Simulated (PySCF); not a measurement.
# Hf(BH4)4: other functionals and bases at one geometry

One table from this session's results is given with a row withheld; the runs are named, their logs left out.

Computed with PySCF 2.14.0. Level: several levels, as the steps say, no spin–orbit coupling.

5 further runs of the same task are left out: 2 for a known fault of the program, 2 that didn't finish, 1 set aside as unsound or not needed.

## Starting geometry

21 atoms, charge 0, spin multiplicity 1.

Bond lengths: Hf1–B2 2.319 Å, Hf1–H4 2.141 Å, Hf1–H5 2.141 Å, Hf1–H6 2.139 Å, Hf1–B7 2.319 Å, Hf1–H9 2.141 Å, Hf1–H10 2.141 Å, Hf1–H11 2.139 Å, Hf1–B12 2.318 Å, Hf1–H14 2.142 Å, Hf1–H15 2.140 Å, Hf1–H16 2.139 Å, Hf1–B17 2.318 Å, Hf1–H19 2.142 Å, Hf1–H20 2.140 Å, Hf1–H21 2.139 Å, B2–H3 1.200 Å, B2–H4 1.258 Å and more. Angles: B2–Hf1–H4 32.5°, B2–Hf1–H5 32.5°, B2–Hf1–H6 32.5°, B2–Hf1–B7 109.5°, B2–Hf1–H9 87.1°, B2–Hf1–H10 96.7°, B2–Hf1–H11 141.1°, B2–Hf1–B12 109.4°, B2–Hf1–H14 96.8°, B2–Hf1–H15 141.0°, B2–Hf1–H16 87.0°, B2–Hf1–B17 109.4°, B2–Hf1–H19 86.9°, B2–Hf1–H20 96.8°, B2–Hf1–H21 141.0°, H4–Hf1–H5 55.4°, H4–Hf1–H6 55.4°, H4–Hf1–B7 87.1° and more.

As a file:

```xyz
21
charge 0, multiplicity 1
Hf    0.00000    0.00000   -0.05286
B     1.27630    1.39855    1.28543
H     1.93622    2.12422    1.97685
H     0.06050    1.35206    1.60555
H     1.65143    0.19801    1.29513
H     1.27033    1.71697    0.06846
B    -1.27631   -1.39855    1.28542
H    -1.93622   -2.12422    1.97685
H    -0.06051   -1.35206    1.60555
H    -1.65145   -0.19801    1.29512
H    -1.27034   -1.71698    0.06846
B     1.39893   -1.27740   -1.38952
H     2.12351   -1.93639   -2.08292
H     1.41786   -1.60058   -0.17383
H     0.18439   -1.33751   -1.71284
H     1.66528   -0.04763   -1.39428
B    -1.39895    1.27738   -1.38952
H    -2.12355    1.93636   -2.08291
H    -1.41788    1.60056   -0.17383
H    -0.18441    1.33750   -1.71284
H    -1.66528    0.04760   -1.39428
```

Formal oxidation states: Hf +4. An earlier session relaxed this geometry at TPSS, Hf def2-SVP with ECP60, B def2-SVP, H def2-SVP (singlet, point group T).

At TPSS on the finer grid: E = -157.087749 Eh, HOMO -8.64 eV, LUMO -1.92 eV, Mulliken charge on Hf1 +0.34 e, largest force component 0.011 eV/Å. 

Levels to run: PBE0; revPBE; M06-L; BP86; TPSS, TZVP. Hardware: 4 threads of Intel Xeon Platinum 8488C (Sapphire Rapids), shared host.

Set-up of the first run:

The input, run.py (the lines that set the calculation):

```python
mol = gto.M(atom='''
Hf     0.00000     0.00000    -0.05286
B      1.27630     1.39855     1.28543
H      1.93622     2.12422     1.97685
H      0.06050     1.35206     1.60555
H      1.65143     0.19801     1.29513
H      1.27033     1.71697     0.06846
B     -1.27631    -1.39855     1.28542
H     -1.93622    -2.12422     1.97685
H     -0.06051    -1.35206     1.60555
H     -1.65145    -0.19801     1.29512
H     -1.27034    -1.71698     0.06846
B      1.39893    -1.27740    -1.38952
H      2.12351    -1.93639    -2.08292
H      1.41786    -1.60058    -0.17383
H      0.18439    -1.33751    -1.71284
H      1.66528    -0.04763    -1.39428
B     -1.39895     1.27738    -1.38952
H     -2.12355     1.93636    -2.08291
H     -1.41788     1.60056    -0.17383
H     -0.18441     1.33750    -1.71284
H     -1.66528     0.04760    -1.39428''',
    basis={'Hf': 'def2-SVP', 'B': 'def2-SVP', 'H': 'def2-SVP'},
    ecp={'Hf': 'def2-SVP'},
    charge=0, spin=0)
mf = dft.RKS(mol, xc='PBE0')
mf.grids.atom_grid = (75, 302)
mf = mf.density_fit()  # fitting sets: Hf def2-universal-JKFIT, B def2-universal-JKFIT, H def2-universal-JKFIT
mf.conv_tol = 1e-08; mf.max_cycle = 55
mf.kernel(dm0)  # dm0: the density of the relaxed state
```

Run with:

```sh
$ OMP_NUM_THREADS=4 python run.py
```

Steps of the session up to this table: PBE0; revPBE; M06-L; BP86; TPSS, TZVP.

One of the session's tables, all rows but one given; the rest of the session is left out.

```
              level  HOMO (eV)  gap (eV)  charge on Hf1 (e)  largest force component (eV/Å)
TPSS (relaxed here)      -8.64      6.72               0.34                            0.01
               PBE0      -9.66      8.47               0.38                            0.18
             revPBE      -8.34      6.41               0.21                            0.14
              M06-L          ?         ?                  ?                               ?
               BP86      -8.46      6.36               0.23                            0.12
         TPSS, TZVP      -8.63      6.72              -0.16                            0.20
```

Q: Estimate the row for M06-L from the others.

The run gave: HOMO (eV): -8.74; gap (eV): 7.00; charge on Hf1 (e): 0.81; largest force component (eV/Å): 0.16. In the column «HOMO (eV)» it lies between PBE0 (-9.66) and TPSS (relaxed here) (-8.64).

In one basis the HOMO–LUMO gap runs from 6.36 eV (BP86) to 8.47 eV (PBE0). The largest leftover force, 0.20 eV/Å with TPSS, TZVP, stands at a geometry relaxed at another level. Total energies of different levels can't be compared.
